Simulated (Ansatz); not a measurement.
ZnH:

```xyz
2
Lattice="0.0000 2.2159 2.2159 2.2159 0.0000 2.2159 2.2159 2.2159 0.0000" Properties=species:S:1:pos:R:3 pbc="T T T"
Zn    0.0000    0.0000    0.0000
H     1.1080    1.1080    1.1080
```

The cell was built by a generator and needn't be a form met in nature.

Base run:

| Property | Result |
| --- | --- |
| Program | Ansatz 0.2.0 |
| Functional | PBEsol |
| Potentials or basis | Ansatz PAW |
| Cutoff | 420 eV |
| Density cutoff | 1680 eV |
| k mesh | 10 × 10 × 10 |
| Occupations | fermi-dirac, width 0.05 eV |
| Spin | no spin polarisation |

Its results: band gap on the k mesh none (metal or under the smearing width); pressure -3.3 GPa.

Q: The run is repeated on the same cell with these changes: functional from PBEsol to LDA. What comes out?

A: Band gap on the k mesh none (metal or under the smearing width); pressure -5.2 GPa.

LDA binds more tightly than PBEsol, so the same cell stands under less pressure.

Caveats: the PAW data sets come from PBE, with cores solved anew for the run's functional, which leaves a small shift of forces and pressure.

Not every run made on this cell is shown here.
